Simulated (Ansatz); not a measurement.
**C₃H₈AlF: small, medium and large basis sets**

How large a basis does C₃H₈AlF need? Two functionals are run in growing sets.

Computed with Ansatz 0.2.0, Gaussian basis. Level: one geometry, several basis sets.

Levels to be run: PBE0-D4/def2-SVP; ωB97M-V/def2-SVP; PBE0-D4/def2-QZVPP; ωB97M-V/def2-QZVPP; the functionals' def2-TZVPP values are taken from earlier runs.

## (1) The geometry

The geometry comes from an earlier relaxation with PBE0-D4 in a triple-zeta def2 set; it is a stationary point, not always the lowest conformer.

13 atoms, charge 0, spin multiplicity 1.

Atoms are counted from 1 here; the program's logs count them from 0.

Bond lengths: C1–C2 1.486 Å, C1–H6 1.092 Å, C1–H7 1.091 Å, C1–H8 1.095 Å, C2–C4 1.341 Å, C2–H9 1.089 Å, F3–Al5 1.670 Å, C4–H10 1.086 Å, C4–H11 1.085 Å, Al5–H12 1.587 Å, Al5–H13 1.587 Å. Angles: C2–C1–H6 110.8°, C2–C1–H7 111.9°, C2–C1–H8 109.3°, H6–C1–H7 109.0°, H6–C1–H8 107.1°, H7–C1–H8 108.5°, C1–C2–C4 125.2°, C1–C2–H9 116.6°, C4–C2–H9 118.2°, C2–C4–H10 121.2°, C2–C4–H11 121.3°, H10–C4–H11 117.4°, F3–Al5–H12 117.0°, F3–Al5–H13 115.7°, H12–Al5–H13 121.7°.

## (2) PBE0-D4 in def2-SVP

in.yaml

```yaml
crystal:
  periodic: [false, false, false]
  atoms:
    - {symbol: C, position_ang: [-0.998624, -1.376162, -0.424642]}
    - {symbol: C, position_ang: [-0.830119, 0.020179, 0.054626]}
    - {symbol: F, position_ang: [1.146405, 1.699628, 1.920449]}
    - {symbol: C, position_ang: [-0.326024, 1.030428, -0.669872]}
    - {symbol: Al, position_ang: [1.582717, 0.559078, 0.781304]}
    - {symbol: H, position_ang: [-0.539283, -2.083274, 0.269198]}
    - {symbol: H, position_ang: [-0.567971, -1.519946, -1.416365]}
    - {symbol: H, position_ang: [-2.065498, -1.616819, -0.471264]}
    - {symbol: H, position_ang: [-1.185209, 0.236554, 1.061357]}
    - {symbol: H, position_ang: [-0.312132, 2.045387, -0.285124]}
    - {symbol: H, position_ang: [0.014600, 0.878836, -1.688839]}
    - {symbol: H, position_ang: [2.537877, 1.040097, -0.390940]}
    - {symbol: H, position_ang: [1.563661, -0.948887, 1.275014]}
basis:
  gaussian: {orbitals: def2-SVP}
hamiltonian: {xc: pbe0, dispersion: d4}
output: {orbitals: {seedname: orbitals}}
```

The runs that follow: ωB97M-V in def2-SVP; PBE0-D4 in def2-QZVPP; ωB97M-V in def2-QZVPP.

Q: Predict the results of all the runs planned. Wanted: PBE0-D4: double and triple zeta above quadruple; ωB97M-V: double and triple zeta above quadruple.

**Answer**, as computed:

| quantity | value |
| --- | --- |
| PBE0-D4: double and triple zeta above quadruple | 9.90, 0.56 eV |
| ωB97M-V: double and triple zeta above quadruple | 10.20, 0.54 eV |

What this shows: PBE0-D4 gains 9.34 eV from double to triple zeta, then 0.56 eV more. Total energies overstate the basis error of differences, where much of it tends to cancel.
